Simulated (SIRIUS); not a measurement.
Runs of SIRIUS 7.12.0 on HPbNO4. The typed cell holds 7 atoms: a = 4.204 Å, b = 4.339 Å, c = 6.729 Å, α = 71.95°, β = 72.29°, γ = 62.23°. The cell was built by a generator and needn't be a form met in nature.

```csv
level,libxc names,gap on the mesh (eV),pressure (GPa),largest force (eV/Å)
BLYP,"["XC_GGA_X_B88", "XC_GGA_C_LYP"]",2.82,3.1,(a)
revPBE,"["XC_GGA_X_PBE_R", "XC_GGA_C_PBE"]",2.85,1.5,0.34
RPBE,"["XC_GGA_X_RPBE", "XC_GGA_C_PBE"]",2.85,(b),0.39
LDA,"["XC_LDA_X", "XC_LDA_C_PW"]",2.83,-4.7,0.43
PW91,"["XC_GGA_X_PW91", "XC_GGA_C_PW91"]",2.84,-0.1,0.17
AM05,"["XC_GGA_X_AM05", "XC_GGA_C_AM05"]",2.86,-2.0,0.37
mPWLYP,"["XC_GGA_X_MPW91", "XC_GGA_C_LYP"]",2.82,2.9,0.85
BPBE,"["XC_GGA_X_B88", "XC_GGA_C_PBE"]",2.85,0.2,0.21
```

Alike in all rows: task single point; potentials or basis PseudoDojo 0.4.1 PBE standard (scalar relativistic); no spin polarisation; cell as given; k mesh 3 × 3 × 2; cutoff (eV) 1152; smearing fermi-dirac 0.05 eV; the mesh is coarse, so values aren't converged.

Task: Fill in the values left out.

Result: (a) 0.82; (b) 2.0.

Caveats: all runs use coarse meshes; the potentials were made for another functional, which shifts forces and pressure; spin-orbit coupling is left out, which as a rule narrows the gap of such compounds by several tenths of an eV; an odd mesh through Γ misses points on the zone boundary, where band edges often lie.

A k mesh can miss the band edges, and the runs leave out spin-orbit coupling on Pb.

Runs at the PBE level aren't shown here.
